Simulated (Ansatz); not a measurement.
# CH3Ga (triplet): from Hartree-Fock to the top rungs, cc-pVTZ

One table from this session's results is given with a row withheld; the runs are named, their logs left out.

Computed with Ansatz 0.2.0, Gaussian basis. Level: cc-pVTZ, core rule «outside noble gas», up to 15 orbitals frozen.

Plan: UHF; CCSD(T) on ROHF; CCSD(T) on UHF; BCCD(T) on ROHF; CCSDT(Q) on ROHF; CCSDT(Q) on UHF; CASSCF and NEVPT2, 10 electrons in 11 orbitals.

7 further runs of the same task are left out: 1 for a known fault of the program, 6 set aside as unsound or not needed.

## What is computed

The geometry is a PBE0/def2-TZVP stationary point (not a proven minimum). No spin-orbit coupling is included. The filled d shell of Ga may be among the frozen orbitals whatever the setting's name suggests; the logs give the count.

5 atoms, charge 0, spin multiplicity 3.

Atoms are counted from 1 here; the program's logs count them from 0.

Bond lengths: C1–Ga2 1.914 Å, C1–H3 1.085 Å, Ga2–H4 1.568 Å, Ga2–H5 1.562 Å. Angles: Ga2–C1–H3 154.1°, C1–Ga2–H4 118.8°, C1–Ga2–H5 118.2°, H4–Ga2–H5 123.0°.

Set-up of the first run:

Contents of in.yaml:

```yaml
crystal:
  periodic: [false, false, false]
  atoms:
    - {symbol: C, position_ang: [0.000000, -0.088918, 1.623428]}
    - {symbol: Ga, position_ang: [0.000000, 0.009148, -0.287682]}
    - {symbol: H, position_ang: [0.000000, 0.334283, 2.622499]}
    - {symbol: H, position_ang: [0.000000, 1.420032, -0.970828]}
    - {symbol: H, position_ang: [0.000000, -1.327540, -1.096565]}
basis:
  gaussian: {orbitals: cc-pVTZ}
magnetization: {spin_polarized: true, initial_magnetization: 2}
hamiltonian: {xc: hf}
output: {orbitals: {seedname: orbitals}}
```

Started as:

```
$ ansatz run in.yaml --threads 1 --pin off --events-out ev --progress --plain --max-ram 2816MiB --backend cpu
```

Among the steps run: UHF; CCSD(T) on ROHF; CCSD(T) on UHF; BCCD(T) on ROHF; CCSDT(Q) on ROHF; CCSDT(Q) on UHF; CASSCF and NEVPT2, 10 electrons in 11 orbitals.

One of the session's tables, all rows but one given; the rest of the session is left out.

It belongs to the step «Misses and costs». 

```
        method  from UCCSDT(Q) (meV)
          ROHF               +6401.0
           UHF               +6205.1
          RMP2                     ?
          UMP2               +1108.7
         RCCSD                +209.4
         UCCSD                +203.3
      RCCSD(T)                 +35.4
      UCCSD(T)                 +33.7
       BCCD(T)                 +34.9
        RCCSDT                  +8.7
        UCCSDT                  +6.2
     RCCSDT(Q)                  +2.6
     UCCSDT(Q)                     0
CASSCF valence               +4229.4
NEVPT2 valence               +1002.8
```

**Question.** Estimate the row for RMP2.

As computed: from UCCSDT(Q) (meV): +1097.0. In the column «from UCCSDT(Q) (meV)» it lies between NEVPT2 valence (+1002.8) and UMP2 (+1108.7).

With the free atoms at the same levels and basis (separate runs), the atomisation energy is 12.088 eV at UCCSDT(Q), 12.080 eV at RCCSD(T), 12.076 eV at UCCSD(T), 9.644 eV at ROHF.

Caveats from the session: Restricted and unrestricted rows rest on different reference determinants; where their highest levels disagree by more than a few hundredths of an eV, they describe different states and don't form one ladder.
